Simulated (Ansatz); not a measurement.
# CH₅BFN: from a rough start to a minimum

What shape does CH₅BFN take? The plan is to relax it, check the end point by its vibrations and derive ideal-gas thermochemistry, and look at its orbitals and charge.

Computed with Ansatz 0.2.0, Gaussian basis. Level: RKS PBE0-D4/def2-TZVP.

Plan: relaxation at PBE-D4/def2-SVP; relaxation at PBE0-D4/def2-TZVP; harmonic vibrations at the same level; a single point in def2-TZVPP for the fields.

## 1. Starting geometry

SMILES `NCBF`, 9 atoms, charge 0, spin multiplicity 1.

Atoms are counted from 1 here; the program's logs count them from 0.

Bond lengths: N1–C2 1.395 Å, N1–H5 1.078 Å, N1–H6 1.067 Å, C2–B3 1.580 Å, C2–H7 1.141 Å, C2–H8 1.082 Å, B3–F4 1.352 Å, B3–H9 1.243 Å. Angles: C2–N1–H5 110.8°, C2–N1–H6 113.2°, H5–N1–H6 104.7°, N1–C2–B3 109.8°, N1–C2–H7 109.3°, N1–C2–H8 110.9°, B3–C2–H7 110.1°, B3–C2–H8 109.3°, H7–C2–H8 107.5°, C2–B3–F4 123.4°, C2–B3–H9 120.0°, F4–B3–H9 116.6°.

Geometry (Å):

| atom | x (Å) | y (Å) | z (Å) |
| --- | --- | --- | --- |
| N1 | -0.4665 | 0.8569 | -0.7513 |
| C2 | 0.1763 | -0.3217 | -0.3712 |
| B3 | -0.0056 | -0.5529 | 1.1814 |
| F4 | -1.2103 | -0.7072 | 1.7752 |
| H5 | -0.4904 | 0.9502 | -1.8248 |
| H6 | 0.0339 | 1.7369 | -0.4139 |
| H7 | 1.2851 | -0.2463 | -0.6290 |
| H8 | -0.2246 | -1.1710 | -0.9081 |
| H9 | 0.9905 | -0.5912 | 1.9246 |

The start is a force-field geometry with small random shifts, so a cheaper pass at PBE-D4/def2-SVP comes first.

## 2. Geometry optimisation, PBE-D4/def2-SVP (cheap first pass)

Input file in.yaml:

```yaml
crystal:
  periodic: [false, false, false]
  atoms:
    - {symbol: N, position_ang: [-0.466500, 0.856900, -0.751300]}
    - {symbol: C, position_ang: [0.176300, -0.321700, -0.371200]}
    - {symbol: B, position_ang: [-0.005600, -0.552900, 1.181400]}
    - {symbol: F, position_ang: [-1.210300, -0.707200, 1.775200]}
    - {symbol: H, position_ang: [-0.490400, 0.950200, -1.824800]}
    - {symbol: H, position_ang: [0.033900, 1.736900, -0.413900]}
    - {symbol: H, position_ang: [1.285100, -0.246300, -0.629000]}
    - {symbol: H, position_ang: [-0.224600, -1.171000, -0.908100]}
    - {symbol: H, position_ang: [0.990500, -0.591200, 1.924600]}
basis:
  gaussian: {orbitals: def2-SVP}
hamiltonian: {xc: pbe, dispersion: d4}
relax: {f_tol: 0.03, max_steps: 200}
```

Run with:

```
$ ansatz run in.yaml --threads 2 --pin off --events-out ev --progress --plain --max-ram 4352MiB
```

Log (excerpt; [...] marks lines left out):

```text
Functional definition: PBE
  name "PBE"
  cite "Perdew, Burke & Ernzerhof, Phys. Rev. Lett. 77, 3865 (1996) doi:10.1103/PhysRevLett.77.3865"
  parent pbe
[...]
922 factors; their error is unknown
[...]
mean field -5990.57071700 eV, -220.1494132951 hartree, gradient 1.3e-5 eV, S^2 0.000000; 0 other end points of the search recorded, 0 dependent functions left out
[...]
reference -5990.57074931 eV, -220.1494144825 hartree; 16, 16 occupied and 65, 65 virtual orbitals, 922 factors
relax step   1: F+E_penalty+E_count = -5990.68780726 eV  Δ(F+E_penalty+E_count) = +0.000e0 eV  max|allowed force component| = 3.440e0 eV/Å  Δτ_max = 0.0000 Å  (28 SCF iters, accepted)
[...]
relax step   5: F+E_penalty+E_count = -5991.01360574 eV  Δ(F+E_penalty+E_count) = -9.615e-3 eV  max|allowed force component| = 4.225e-1 eV/Å  Δτ_max = 0.1104 Å  (27 SCF iters, accepted)
[...]
relax step   9: F+E_penalty+E_count = -5991.13674354 eV  Δ(F+E_penalty+E_count) = -5.513e-2 eV  max|allowed force component| = 5.658e-1 eV/Å  Δτ_max = 0.1998 Å  (35 SCF iters, accepted)
[...]
relax step  13: F+E_penalty+E_count = -5991.16482803 eV  Δ(F+E_penalty+E_count) = +6.221e-5 eV  max|allowed force component| = 1.034e-1 eV/Å  Δτ_max = 0.0566 Å  (29 SCF iters, rejected (line search))
[...]
relax step  16: F+E_penalty+E_count = -5991.16610585 eV  Δ(F+E_penalty+E_count) = +1.092e-4 eV  max|allowed force component| = 6.571e-2 eV/Å  Δτ_max = 0.0161 Å  (30 SCF iters, rejected (line search))
[...]
relax step  17: F+E_penalty+E_count = -5991.16637186 eV  Δ(F+E_penalty+E_count) = -1.568e-4 eV  max|allowed force component| = 2.401e-2 eV/Å  Δτ_max = 0.0078 Å  (30 SCF iters, accepted)
922 factors; their error is unknown
mean field -5991.04888980 eV, -220.1669858212 hartree, gradient 2.3e-5 eV, S^2 0.000000; 1 other end points of the search recorded, 0 dependent functions left out
[...]
reference -5991.04892207 eV, -220.1669870074 hartree; 16, 16 occupied and 65, 65 virtual orbitals, 922 factors
Total energy: -5991.16640413 eV, -220.1713043934 hartree
Atom 0 at    -0.641185     0.724721    -0.939207 Å, force     0.000612     0.001794    -0.002043 eV/Å
Atom 1 at     0.252248    -0.260108    -0.353723 Å, force    -0.002494    -0.005426    -0.004196 eV/Å
Atom 2 at     0.049504    -0.557377     1.169609 Å, force    -0.000625     0.024005     0.017028 eV/Å
Atom 3 at    -0.754335     0.210794     1.912286 Å, force     0.009288    -0.013652    -0.011436 eV/Å
Atom 4 at    -0.326385     1.004951    -1.874993 Å, force    -0.000573     0.001549     0.003324 eV/Å
Atom 5 at    -0.657151     1.579713    -0.370807 Å, force    -0.001210    -0.002870    -0.002656 eV/Å
Atom 6 at     1.362996    -0.054877    -0.433532 Å, force    -0.002155    -0.001338     0.002942 eV/Å
Atom 7 at     0.152184    -1.243744    -0.874629 Å, force     0.000671     0.001183    -0.001212 eV/Å
Atom 8 at     0.650524    -1.450372     1.747896 Å, force    -0.003514    -0.005246    -0.001752 eV/Å
Dipole moment:     0.296463     0.112334    -0.225761 e Å
```

It took 25 s on 2 threads of Arm Neoverse V1, shared host.

Along the way: (the energy doesn't fall at every step)

| step | energy from step 1 (eV) | largest force component (eV/Å) |
| --- | --- | --- |
| 1 | 0.0000 | 3.4399 |
| 2 | -0.2701 | 1.0756 |
| 3 | -0.2912 | 0.7353 |
| 4 | -0.3162 | 0.2412 |
| 5 | -0.3258 | 0.4225 |
| 6 | -0.3420 | 0.3143 |
| 7 | -0.3861 | 0.6404 |
| 8 | -0.3938 | 1.0080 |
| 9 | -0.4489 | 0.5658 |
| 10 | -0.4713 | 0.1941 |
| 11 | -0.4316 | 1.1003 |
| 12 | -0.4771 | 0.0656 |
| 13 | -0.4770 | 0.1034 |
| 14 | -0.4781 | 0.0335 |
| 15 | -0.4784 | 0.0431 |
| 16 | -0.4783 | 0.0657 |
| 17 | -0.4786 | 0.0240 |

Close pairs (by a distance rule), those that changed most:

| bond | before (Å) | after (Å) | change (Å) |
| --- | --- | --- | --- |
| N1–C2 | 1.395 | 1.453 | +0.058 |
| N1–H5 | 1.078 | 1.026 | -0.051 |
| N1–H6 | 1.067 | 1.027 | -0.040 |
| C2–H8 | 1.082 | 1.118 | +0.036 |
| B3–H9 | 1.243 | 1.222 | -0.021 |
| C2–B3 | 1.580 | 1.565 | -0.015 |
| B3–F4 | 1.352 | 1.337 | -0.015 |
| C2–H7 | 1.141 | 1.132 | -0.009 |

## 3. Relaxation at PBE0-D4/def2-TZVP

Input file in.yaml:

```yaml
crystal:
  periodic: [false, false, false]
  atoms:
    - {symbol: N, position_ang: [-0.641185, 0.724721, -0.939207]}
    - {symbol: C, position_ang: [0.252248, -0.260108, -0.353723]}
    - {symbol: B, position_ang: [0.049504, -0.557377, 1.169609]}
    - {symbol: F, position_ang: [-0.754335, 0.210794, 1.912286]}
    - {symbol: H, position_ang: [-0.326385, 1.004951, -1.874993]}
    - {symbol: H, position_ang: [-0.657151, 1.579713, -0.370807]}
    - {symbol: H, position_ang: [1.362996, -0.054877, -0.433532]}
    - {symbol: H, position_ang: [0.152184, -1.243744, -0.874629]}
    - {symbol: H, position_ang: [0.650524, -1.450372, 1.747896]}
basis:
  gaussian: {orbitals: def2-TZVP}
hamiltonian: {xc: pbe0, dispersion: d4}
relax: {f_tol: 0.005, max_steps: 150}
```

The command is unchanged.

Log (excerpt; [...] marks lines left out):

```text
Functional definition: PBE0
  name "PBE0"
  cite "Adamo & Barone, J. Chem. Phys. 110, 6158 (1999) doi:10.1063/1.478522"
  cite "Perdew, Burke & Ernzerhof, Phys. Rev. Lett. 77, 3865 (1996) doi:10.1103/PhysRevLett.77.3865"
  parent pbe
[...]
880 factors; their error is unknown
[...]
mean field -5998.59205960 eV, -220.4441921985 hartree, gradient 1.4e-5 eV, S^2 0.000000; 0 other end points of the search recorded, 0 dependent functions left out
[...]
reference -5998.59208865 eV, -220.4441932662 hartree; 16, 16 occupied and 138, 138 virtual orbitals, 880 factors
relax step   1: F+E_penalty+E_count = -5998.68918274 eV  Δ(F+E_penalty+E_count) = +0.000e0 eV  max|allowed force component| = 6.041e-1 eV/Å  Δτ_max = 0.0000 Å  (27 SCF iters, accepted)
[...]
Total energy: -5998.72923420 eV, -220.4492332721 hartree
Atom 0 at    -0.618926     0.707667    -0.943609 Å, force     0.000482     0.000220     0.000453 eV/Å
Atom 1 at     0.263050    -0.282224    -0.360225 Å, force    -0.001157     0.000336    -0.000160 eV/Å
Atom 2 at     0.059918    -0.543982     1.158712 Å, force     0.000000     0.000541    -0.000330 eV/Å
Atom 3 at    -0.702873     0.267449     1.878401 Å, force     0.000048    -0.000001     0.000252 eV/Å
Atom 4 at    -0.275449     1.047789    -1.830621 Å, force    -0.000146    -0.000374     0.000470 eV/Å
Atom 5 at    -0.742571     1.501380    -0.330240 Å, force     0.000274    -0.000952    -0.000462 eV/Å
Atom 6 at     1.347001    -0.059373    -0.453039 Å, force     0.000304    -0.000124     0.000262 eV/Å
Atom 7 at     0.150972    -1.245727    -0.877213 Å, force     0.000198     0.000362    -0.000348 eV/Å
Atom 8 at     0.607277    -1.439279     1.740733 Å, force    -0.000004    -0.000007    -0.000135 eV/Å
Dipole moment:     0.326614     0.066271    -0.192869 e Å
```

It took 30 s on 2 threads of Arm Neoverse V1, shared host.

Along the way:

| step | energy from step 1 (eV) | largest force component (eV/Å) |
| --- | --- | --- |
| 1 | 0.0000 | 0.6041 |
| 2 | -0.0329 | 0.2826 |
| 3 | -0.0351 | 0.2264 |
| 4 | -0.0389 | 0.0485 |
| 5 | -0.0392 | 0.0187 |
| 6 | -0.0397 | 0.0247 |
| 7 | -0.0400 | 0.0238 |
| 8 | -0.0400 | 0.0157 |
| 9 | -0.0400 | 0.0053 |
| 10 | -0.0400 | 0.0012 |

Close pairs (by a distance rule), those that changed most:

| bond | before (Å) | after (Å) | change (Å) |
| --- | --- | --- | --- |
| B3–H9 | 1.222 | 1.200 | -0.022 |
| C2–H7 | 1.132 | 1.111 | -0.022 |
| C2–H8 | 1.118 | 1.099 | -0.018 |
| N1–H5 | 1.026 | 1.010 | -0.016 |
| N1–H6 | 1.027 | 1.011 | -0.016 |
| B3–F4 | 1.337 | 1.326 | -0.011 |
| C2–B3 | 1.565 | 1.555 | -0.011 |
| N1–C2 | 1.453 | 1.448 | -0.004 |

Mulliken charges of the relaxed molecule (report file):

| atom | value (e) |
| --- | --- |
| N1 | -0.51 |
| C2 | -0.17 |
| B3 | 0.24 |
| F4 | -0.24 |
| H5 | 0.22 |
| H6 | 0.23 |
| H7 | 0.12 |
| H8 | 0.13 |
| H9 | -0.01 |

## 4. Harmonic vibrations

Input file in.yaml:

```yaml
crystal:
  periodic: [false, false, false]
  atoms:
    - {symbol: N, position_ang: [-0.618926, 0.707667, -0.943609]}
    - {symbol: C, position_ang: [0.263050, -0.282224, -0.360225]}
    - {symbol: B, position_ang: [0.059918, -0.543982, 1.158712]}
    - {symbol: F, position_ang: [-0.702873, 0.267449, 1.878401]}
    - {symbol: H, position_ang: [-0.275449, 1.047789, -1.830621]}
    - {symbol: H, position_ang: [-0.742571, 1.501380, -0.330240]}
    - {symbol: H, position_ang: [1.347001, -0.059373, -0.453039]}
    - {symbol: H, position_ang: [0.150972, -1.245727, -0.877213]}
    - {symbol: H, position_ang: [0.607277, -1.439279, 1.740733]}
basis:
  gaussian: {orbitals: def2-TZVP}
hamiltonian: {xc: pbe0, dispersion: d4}
phonons: {temperatures: {t_min: 298.15, t_max: 900, t_step: 200}}
```

Same command.

Log (excerpt; [...] marks lines left out):

```text
Functional definition: PBE0
  name "PBE0"
  cite "Adamo & Barone, J. Chem. Phys. 110, 6158 (1999) doi:10.1063/1.478522"
  cite "Perdew, Burke & Ernzerhof, Phys. Rev. Lett. 77, 3865 (1996) doi:10.1103/PhysRevLett.77.3865"
  parent pbe
[...]
880 factors; their error is unknown
[...]
mean field -5998.63173013 eV, -220.4456500638 hartree, gradient 1.4e-5 eV, S^2 0.000000; 0 other end points of the search recorded, 0 dependent functions left out
[...]
reference -5998.63175887 eV, -220.4456511199 hartree; 16, 16 occupied and 138, 138 virtual orbitals, 880 factors
[...]
880 factors; their error is unknown
mean field -5998.63165747 eV, -220.4456473934 hartree, gradient 2.0e-6 eV, S^2 0.000000; 0 other end points of the search recorded, 0 dependent functions left out
[...]
reference -5998.63168622 eV, -220.4456484500 hartree; 16, 16 occupied and 138, 138 virtual orbitals, 880 factors
[...]
Atom 1 at     0.263050    -0.282224    -0.360225 Å, force    -0.001140     0.000331    -0.000145 eV/Å
Atom 2 at     0.059918    -0.543982     1.158712 Å, force     0.000018     0.000511    -0.000326 eV/Å
Atom 3 at    -0.702873     0.267449     1.878401 Å, force     0.000034     0.000021     0.000254 eV/Å
Atom 4 at    -0.275449     1.047789    -1.830621 Å, force    -0.000136    -0.000359     0.000442 eV/Å
Atom 5 at    -0.742571     1.501380    -0.330240 Å, force     0.000279    -0.000963    -0.000468 eV/Å
Atom 6 at     1.347001    -0.059373    -0.453039 Å, force     0.000302    -0.000121     0.000257 eV/Å
Atom 7 at     0.150972    -1.245727    -0.877213 Å, force     0.000197     0.000354    -0.000352 eV/Å
Atom 8 at     0.607277    -1.439279     1.740733 Å, force    -0.000008    -0.000001    -0.000143 eV/Å
Dipole moment:     0.326613     0.066271    -0.192870 e Å
Vibrations: 151.70 196.17 246.54 542.12 623.67 770.64 846.82 970.40 1098.26 1107.31 1171.88 1243.96 1332.81 1402.68 1464.17 1664.04 2611.38 2899.74 3027.19 3548.61 3632.24 cm⁻¹, zero-point energy 1.894004 eV
```

Run time: 99 s. Hardware: 2 threads of Arm Neoverse V1, shared host.

Motions are named by where the mode's potential energy lies. The modes, unscaled (a negative number is an imaginary wavenumber):

| mode | cm⁻¹ | motion |
| --- | --- | --- |
| 1 | 152 | torsion |
| 2 | 196 | bend |
| 3 | 247 | torsion |
| 4 | 542 | torsion with bend |
| 5 | 624 | bend with torsion |
| 6 | 771 | torsion with bend |
| 7 | 847 | B–C stretch with torsion |
| 8 | 970 | torsion |
| 9 | 1098 | C–N stretch with bend |
| 10 | 1107 | bend |
| 11 | 1172 | bend |
| 12 | 1244 | bend |
| 13 | 1333 | bend with B–F stretch |
| 14 | 1403 | bend |
| 15 | 1464 | bend |
| 16 | 1664 | bend |
| 17 | 2611 | B–H stretch |
| 18 | 2900 | C–H stretch |
| 19 | 3027 | C–H stretch |
| 20 | 3549 | N–H stretch |
| 21 | 3632 | N–H stretch |

Ideal gas, rigid rotor and harmonic oscillator at 298.15 K and 1 bar, with symmetry number 1:

| term | value |
| --- | --- |
| zero-point energy | 43.7 kcal/mol |
| H(298) − E | 47.5 kcal/mol |
| entropy, translation | 160.1 J/(mol K) |
| entropy, rotation | 101.5 J/(mol K) |
| entropy, vibration | 34.8 J/(mol K) |
| entropy, total | 296.4 J/(mol K) |

## 5. A single point for the fields

in.yaml, as its differences from that of step 4:

```diff
@@ -13,4 +13,4 @@
 basis:
-  gaussian: {orbitals: def2-TZVP}
+  gaussian: {orbitals: def2-TZVPP}
 hamiltonian: {xc: pbe0, dispersion: d4}
-phonons: {temperatures: {t_min: 298.15, t_max: 900, t_step: 200}}
+output: {orbitals: {seedname: orbitals}}
```

Launched as before.

Log:

```text
Functional definition: PBE0
  name "PBE0"
  cite "Adamo & Barone, J. Chem. Phys. 110, 6158 (1999) doi:10.1063/1.478522"
  cite "Perdew, Burke & Ernzerhof, Phys. Rev. Lett. 77, 3865 (1996) doi:10.1103/PhysRevLett.77.3865"
  parent pbe
  parameter a = 0.25
  parameter kappa = 0.804
  parameter beta = 0.06672455060314922
  exchange = (1 - a)*pbe_x(kappa = kappa, mu = beta*pi^2/3) + a*exact_x
  correlation = pbe_c(beta = beta)
955 factors; their error is unknown
mean field evaluation 1: about -5991.6545 eV, gradient 6.0e1 eV
mean field evaluation 2: about -5986.7704 eV, gradient 7.6e1 eV
mean field evaluation 4: about -5998.6778 eV, gradient 3.0e0 eV
mean field evaluation 8: about -5998.6956 eV, gradient 6.0e-2 eV
mean field evaluation 16: about -5998.7021 eV, gradient 6.0e-5 eV
mean field -5998.70211627 eV, -220.4482367067 hartree, gradient 6.0e-5 eV, S^2 0.000000; 0 other end points of the search recorded, 0 dependent functions left out
reference -5998.70214507 eV, -220.4482377649 hartree; 16, 16 occupied and 178, 178 virtual orbitals, 955 factors
Total energy: -5998.79962075 eV, -220.4518199300 hartree
```

Run time: 2.6 s. Hardware: 2 threads of Arm Neoverse V1, shared host.

Orbitals, density, ELF and potential are computed afterwards from the orbital file.

Frontier orbitals at PBE0-D4/def2-TZVPP, with the share of their density that lies nearest to each atom:

| orbital | energy (eV) | lies on |
| --- | --- | --- |
| HOMO | -6.97 | N1 65 %; H5, H6, H7 about 9 % each |
| LUMO | -0.44 | B3 51 %; H9 17 %; F4 13 % |

ELF in a plane through or near 7 of the atoms.

Values, 10 rows by 14 columns:
```
0.00 0.00 0.00 0.00 0.00 0.00 0.00 0.00 0.00 0.00 0.00 0.00 0.00 0.00
0.00 0.00 0.00 0.00 0.00 0.00 0.00 0.00 0.03 0.02 0.01 0.00 0.00 0.00
0.00 0.00 0.00 0.00 0.10 0.36 0.02 0.18 0.65 0.66 0.27 0.01 0.00 0.00
0.00 0.00 0.00 0.01 0.45 0.98 0.48 0.24 0.82 0.70 0.41 0.01 0.00 0.00
0.00 0.00 0.06 0.46 0.66 0.50 0.49 0.34 0.24 0.24 0.39 0.38 0.04 0.00
0.00 0.00 0.26 0.97 0.98 0.67 0.69 0.72 0.44 0.74 1.00 1.00 0.47 0.00
0.00 0.00 0.02 0.50 0.28 0.13 0.67 0.56 0.21 0.71 1.00 0.99 0.22 0.00
0.00 0.00 0.00 0.00 0.00 0.08 0.44 0.38 0.03 0.02 0.44 0.17 0.00 0.00
0.00 0.00 0.00 0.00 0.00 0.00 0.03 0.02 0.00 0.00 0.00 0.00 0.00 0.00
0.00 0.00 0.00 0.00 0.00 0.00 0.00 0.00 0.00 0.00 0.00 0.00 0.00 0.00
```
The map spans 9.8 Å across and 8.3 Å up, centred on the molecule. Atoms in the plane (x, y in Å): N1 (-1.3, 0.3), C2 (-0.1, -0.5), B3 (1.3, 0.2), F4 (1.3, 1.5), H5 (-2.1, -0.1), H6 (-1.2, 1.2), H9 (2.3, -0.4).

On the surface of density 0.002 e/bohr³ the electrostatic potential runs, from the 1st to the 99th percentile, from -1.61 V near N1 to 1.52 V near B3.

## 6. Results

| quantity | value |
| --- | --- |
| point group | C1 |
| steps | 17 + 10 |
| shift from the start (rms) | 0.591 Å |
| total energy | -5998.7292 eV |
| dispersion term | -97 meV |
| dipole moment | 1.85 D |
| lowest, highest wavenumber | 152, 3632 cm⁻¹ |
| zero-point energy | 43.7 kcal/mol |
| entropy at 298.15 K | 296.4 J/(mol K) |
| HOMO, LUMO | -6.97, -0.44 eV |

The atoms moved 0.59 Å (rms) from the start; the bond that changed most is N1–H5, from 1.078 to 1.010 Å. No mode is imaginary: a true minimum at this level. The stiffest mode, 3632 cm⁻¹, is an N–H stretch, and 2 modes under 200 cm⁻¹ make the vibrational entropy uncertain. Harmonic hybrid wavenumbers usually lie a few per cent above measured fundamentals. The largest Mulliken charge, -0.51 e, sits on N1. The HOMO lies mostly on N1 65 %; H5, H6, H7 about 9 % each and the LUMO on B3 51 %; H9 17 %.
